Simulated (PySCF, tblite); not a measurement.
# C₄H₉GeN: dynamics, then NMR shifts on frames

Aim: move C₄H₉GeN (`CC#[C][GeH2][NH]C`) away from its starting geometry and see how NMR shifts follow the geometry.

Computed with tblite 0.8.0 and PySCF 2.14.0, with density-fitted response routines of our own, on a single molecule in the gas phase. Atoms are numbered from 0 throughout.

## Step 1: Starting geometry

15 atoms, charge 0, multiplicity 1; geometry from: GFN2-xTB.

Bonds of the start (Å): C0–C1 1.45, C1–C2 1.21, C2–Ge3 1.89, Ge3–N4 1.82, N4–C5 1.45, C0–H6 1.09, C0–H7 1.09, C0–H8 1.09, Ge3–H9 1.50, Ge3–H10 1.52, N4–H11 1.01, C5–H12 1.09, C5–H13 1.09, C5–H14 1.10.

## Step 2: A short Langevin run with GFN2-xTB

The job: settings as JSON, then the geometry in Å.

```
{"job": {"kind": "md", "xc": "GFN2-xTB", "basis": "xTB", "temperature": 600, "steps": 2000, "every": 50, "frames": 5}, "charge": 0, "multiplicity": 1}
C      3.670497     0.027658    -0.129974
C      2.269572    -0.069168    -0.476313
C      1.102349    -0.148907    -0.767673
Ge    -0.737297    -0.261584    -1.190887
N     -1.613124     0.215350     0.325790
C     -3.060558     0.263708     0.395074
H      4.045115    -0.946064     0.184606
H      4.243769     0.366400    -0.992418
H      3.803267     0.738792     0.684976
H     -1.134994     0.745903    -2.231238
H     -1.038860    -1.649046    -1.729718
H     -1.220966    -0.152571     1.182172
H     -3.371332     0.888955     1.234963
H     -3.435530     0.711229    -0.524943
H     -3.526321    -0.722666     0.508017
```

Method: GFN2-xTB Langevin dynamics, gas phase.

On the command line:

```
OMP_NUM_THREADS=1 python probes_run.py task.json out
```

This one command runs all jobs of the session in turn.

Log:

```text
t/fs     T/K      E/eV
    0.0   478.5   -487.71679
   25.0   354.9   -486.98406
   50.0   479.1   -486.96971
   75.0   457.8   -486.92421
  100.0   566.8   -487.14077
  125.0   478.0   -486.98309
  150.0   455.8   -486.77722
  175.0   368.3   -486.48647
  200.0   725.8   -486.87614
  225.0   519.4   -486.85440
  250.0   460.5   -486.49569
  275.0   523.9   -486.75735
  300.0   539.3   -486.60912
  325.0   594.6   -486.73409
  350.0   744.7   -486.90527
  375.0   489.6   -486.64451
  400.0   518.9   -486.71515
  425.0   534.2   -486.72479
  450.0   555.1   -486.72845
  475.0   520.1   -487.04434
  500.0   592.3   -486.71816
  525.0   556.7   -486.65576
  550.0   569.5   -486.71415
  575.0   655.0   -486.45407
  600.0   526.9   -486.58596
  625.0   625.9   -486.99302
  650.0   524.3   -486.62570
  675.0   584.8   -486.97309
  700.0   488.5   -486.77010
  725.0   681.3   -487.11727
  750.0   701.6   -486.89647
  775.0   840.7   -486.85022
  800.0   552.4   -486.93834
  825.0   511.5   -486.78041
  850.0   369.0   -486.92237
  875.0   492.3   -486.95031
  900.0   310.1   -486.73458
  925.0   648.8   -486.90376
  950.0   545.6   -486.75699
  975.0   582.8   -486.90003
 1000.0   493.6   -486.86462
```

It took 6.5 s on 1 thread of AMD EPYC 9B45, shared host; peak memory 0.18 GiB.

Distance from the start (root mean square after alignment): 0 fs 0.00 Å, 200 fs 0.93 Å, 400 fs 0.76 Å, 600 fs 1.03 Å, 800 fs 1.54 Å, 1000 fs 1.47 Å.

Positions (Å) and forces (eV/Å) at 1000 fs:

```xyz
15

C     2.476    0.031    1.575    0.269    2.500    1.005
C     1.484    0.482    0.628    0.055   -0.923   -0.074
C     0.700    0.819   -0.225    0.241    0.251    0.475
Ge   -0.953    1.232   -1.001   -1.495    0.423    1.040
N    -2.188    0.041   -0.296    2.099    1.658   -4.878
C    -1.926   -1.309   -0.360    0.831   -2.228    1.131
H     2.729   -1.013    1.666   -0.171   -0.004   -0.279
H     3.337    0.704    1.421    0.392   -0.809   -0.414
H     2.151    0.485    2.542   -0.216   -0.949   -0.088
H    -1.751    2.497   -0.560    0.771   -0.260   -0.293
H    -0.693    1.134   -2.428   -0.220   -0.116   -0.891
H    -2.627    0.382    0.452   -2.050    1.076    3.480
H    -1.325   -1.638   -1.197   -0.148    0.368   -0.618
H    -1.306   -1.589    0.494    0.220   -0.586    0.523
H    -2.821   -1.905   -0.312   -0.578   -0.401   -0.120
```

## Step 3: Shielding tensors: 250 fs, PBE0/pcSseg-1

The job: settings as JSON, then the geometry in Å.

```
{"job": {"kind": "nmr", "xc": "PBE0", "basis": "pcSseg-1", "pop": false}, "charge": 0, "multiplicity": 1}
C      3.136600    -0.062100    -0.378100
C      1.870600    -0.059600    -1.054500
C      0.655200    -0.214500    -1.071100
Ge    -1.135200     0.101500    -1.332000
N     -1.741700     0.072100     0.499900
C     -3.205700    -0.376900     0.531900
H      2.966500     0.723200     0.288100
H      3.420100    -0.988000     0.024100
H      3.927300     0.136200    -1.086000
H     -1.273600     1.417500    -2.063400
H     -2.041200    -1.085700    -1.742900
H     -1.336200    -0.704500     1.098300
H     -3.511200    -0.137000     1.561900
H     -3.646500     0.275500    -0.194900
H     -3.241200    -1.452600     0.300000
```

With the program's defaults for keys left out, this is: GIAO PBE0/pcSseg-1 NMR shielding, non-relativistic, gas phase.

Log:

```text
coarse grid: 55504 points
cycle   1  E = -2288.6128292950  dE = -1.423e-01  |g| = 9.840e-01  |ddm| = 3.614e+00
cycle   2  E = -2288.5416797201  dE =  7.115e-02  |g| = 1.111e+00  |ddm| = 1.428e+00
cycle   3  E = -2288.7063649447  dE = -1.647e-01  |g| = 2.068e-01  |ddm| = 9.533e-01
cycle   4  E = -2288.7140805038  dE = -7.716e-03  |g| = 9.393e-02  |ddm| = 2.132e-01
cycle   5  E = -2288.7156663147  dE = -1.586e-03  |g| = 3.804e-02  |ddm| = 8.647e-02
cycle   6  E = -2288.7160174615  dE = -3.511e-04  |g| = 6.171e-03  |ddm| = 2.975e-02
cycle   7  E = -2288.7160253566  dE = -7.895e-06  |g| = 1.261e-03  |ddm| = 5.737e-03
final grid: 117216 points
cycle   8  E = -2288.7160460428  dE = -5.764e-08  |g| = 1.280e-03  |ddm| = 2.687e-03
cycle   9  E = -2288.7160457692  dE =  2.735e-07  |g| = 1.667e-03  |ddm| = 2.115e-03
cycle  10  E = -2288.7160463509  dE = -5.817e-07  |g| = 5.667e-04  |ddm| = 1.349e-03
cycle  11  E = -2288.7160464311  dE = -8.017e-08  |g| = 5.119e-05  |ddm| = 4.165e-04
cycle  12  E = -2288.7160464315  dE = -4.570e-10  |g| = 1.159e-05  |ddm| = 4.844e-05
converged SCF energy = -2288.7160464315

GIAO shielding tensors (ppm)
atom      isotropic    diamagn.    paramagn.     s11        s22        s33       span
  0 C      184.424     253.232     -68.808    170.640    180.105    202.526     31.886
  1 C       60.495     277.012    -216.517    -47.291    -25.978    254.753    302.044
  2 C       91.653     267.563    -175.909    -15.289     18.096    272.152    287.440
  3 Ge    1431.720    2758.255   -1326.535   1315.614   1414.188   1565.359    249.745
  4 N      222.487     320.094     -97.607    174.650    220.753    272.058     97.409
  5 C      140.144     249.623    -109.479    111.473    135.752    173.207     61.734
  6 H       29.739      33.308      -3.570     23.490     30.003     35.723     12.233
  7 H       30.440      32.331      -1.892     25.421     29.176     36.722     11.301
  8 H       30.686      27.289       3.396     25.506     28.217     38.334     12.828
  9 H       26.420      29.099      -2.679     19.888     21.565     37.807     17.919
 10 H       26.214      29.384      -3.170     20.487     22.196     35.957     15.470
 11 H       30.752      35.480      -4.729     21.402     31.998     38.855     17.453
 12 H       27.895      28.323      -0.427     22.536     26.261     34.889     12.353
 13 H       29.557      29.388       0.169     24.829     27.453     36.389     11.560
 14 H       28.400      29.009      -0.610     23.822     26.766     34.612     10.790
```

Wall time 11 s (1 thread of AMD EPYC 9B45, shared host); peak memory 0.74 GiB.

The references, computed at this level on geometries of the same kind, shield at (ppm): ¹H TMS 31.72, ¹³C TMS 186.9, ¹⁵N NH3 267.7, ⁷³Ge GeMe4 1331. Their shielding less the atom's gives the shift. The references are single molecules in the gas phase, so shifts against H2O, NH3, PH3, H3PO4 or CFCl3 are not on the usual liquid scales and can be off by tens of ppm. Each atom is listed at this fixed geometry, with no averaging over motion; a spectrum would average atoms that exchange fast.

```csv
atoms,environment,σ (ppm),δ (ppm)
C1,alkyne carbon,60.5,126.4
C2,alkyne carbon,91.7,95.3
C5,methyl carbon bonded to N,140.1,46.8
C0,propargylic methyl carbon,184.4,2.5
H10,"hydrogen on a germanium bonded to C, N",26.21,5.50
H9,"hydrogen on a germanium bonded to C, N",26.42,5.30
H12,hydrogen on a methyl carbon bonded to N,27.90,3.82
H14,hydrogen on a methyl carbon bonded to N,28.40,3.32
H13,hydrogen on a methyl carbon bonded to N,29.56,2.16
H6,hydrogen on a propargylic methyl carbon,29.74,1.98
H7,hydrogen on a propargylic methyl carbon,30.44,1.28
H8,hydrogen on a propargylic methyl carbon,30.69,1.03
H11,"hydrogen on a nitrogen bonded to C, Ge",30.75,0.97
Ge3,"germanium bonded to C, N, 2 H",1432,-101
N4,"nitrogen bonded to C, Ge, H",222.5,45.2
```

## Step 4: NMR shieldings: 425 fs, PBE0/pcSseg-1

The job: settings as JSON, then the geometry in Å.

```
{"job": {"kind": "nmr", "xc": "PBE0", "basis": "pcSseg-1", "pop": false}, "charge": 0, "multiplicity": 1}
C      3.376400     0.135100    -0.209200
C      2.080500     0.230100    -0.675300
C      0.858800     0.387800    -0.786800
Ge    -0.991700     0.158800    -1.095500
N     -1.609400    -0.633300     0.458900
C     -2.755200    -1.498100     0.948100
H      3.593600    -0.858200     0.284100
H      4.203600     0.297500    -0.982800
H      3.473900     0.961600     0.596200
H     -1.947300     1.374200    -1.230300
H     -1.256100    -0.663300    -2.316800
H     -0.831400    -0.753300     1.233000
H     -3.542900    -0.952600     1.447400
H     -3.285700    -1.981900     0.160900
H     -2.430100    -2.340000     1.499700
```

Level: GIAO PBE0/pcSseg-1 NMR shielding, non-relativistic, gas phase.

Log:

```text
coarse grid: 55504 points
cycle   1  E = -2288.6352008260  dE = -2.464e-01  |g| = 9.647e-01  |ddm| = 3.691e+00
cycle   2  E = -2288.5813263164  dE =  5.387e-02  |g| = 1.059e+00  |ddm| = 1.359e+00
cycle   3  E = -2288.7224478543  dE = -1.411e-01  |g| = 1.670e-01  |ddm| = 8.659e-01
cycle   4  E = -2288.7269253740  dE = -4.478e-03  |g| = 8.630e-02  |ddm| = 1.770e-01
cycle   5  E = -2288.7283152690  dE = -1.390e-03  |g| = 3.134e-02  |ddm| = 7.584e-02
cycle   6  E = -2288.7285565013  dE = -2.412e-04  |g| = 5.697e-03  |ddm| = 2.444e-02
cycle   7  E = -2288.7285636604  dE = -7.159e-06  |g| = 8.591e-04  |ddm| = 5.040e-03
final grid: 117216 points
cycle   8  E = -2288.7285609850  dE = -5.034e-08  |g| = 8.178e-04  |ddm| = 1.845e-03
cycle   9  E = -2288.7285609559  dE =  2.913e-08  |g| = 9.327e-04  |ddm| = 1.368e-03
cycle  10  E = -2288.7285611356  dE = -1.797e-07  |g| = 1.653e-04  |ddm| = 7.155e-04
cycle  11  E = -2288.7285611413  dE = -5.720e-09  |g| = 6.339e-05  |ddm| = 1.476e-04
cycle  12  E = -2288.7285611422  dE = -9.127e-10  |g| = 4.556e-06  |ddm| = 4.358e-05
converged SCF energy = -2288.7285611422

GIAO shielding tensors (ppm)
atom      isotropic    diamagn.    paramagn.     s11        s22        s33       span
  0 C      174.324     253.390     -79.066    164.899    168.696    189.377     24.478
  1 C       68.694     271.489    -202.795    -39.370    -25.943    271.396    310.765
  2 C       99.358     268.304    -168.947      7.832     28.755    261.486    253.654
  3 Ge    1442.721    2754.899   -1312.179   1351.841   1411.265   1565.056    213.215
  4 N      250.761     328.612     -77.851    186.541    224.925    340.819    154.278
  5 C      154.518     234.146     -79.628    125.039    137.563    200.951     75.912
  6 H       28.207      29.315      -1.108     23.386     27.032     34.204     10.818
  7 H       28.385      24.459       3.926     23.807     25.903     35.444     11.637
  8 H       27.220      28.345      -1.125     21.851     26.355     33.452     11.601
  9 H       25.795      27.884      -2.089     18.674     21.481     37.231     18.557
 10 H       26.539      29.044      -2.505     20.595     20.898     38.124     17.529
 11 H       30.010      34.828      -4.819     18.438     32.097     39.495     21.057
 12 H       29.203      26.640       2.563     23.738     26.612     37.258     13.520
 13 H       29.916      27.896       2.020     25.448     27.638     36.663     11.215
 14 H       29.723      28.130       1.592     24.513     27.402     37.253     12.740
```

It took 11 s on 1 thread of AMD EPYC 9B45, shared host; peak memory 0.75 GiB.

This run: δ C1 118.2, C2 87.6, C5 32.4, C0 12.6, H9 5.92, H10 5.18 ppm.

[end of part 1 of 2]
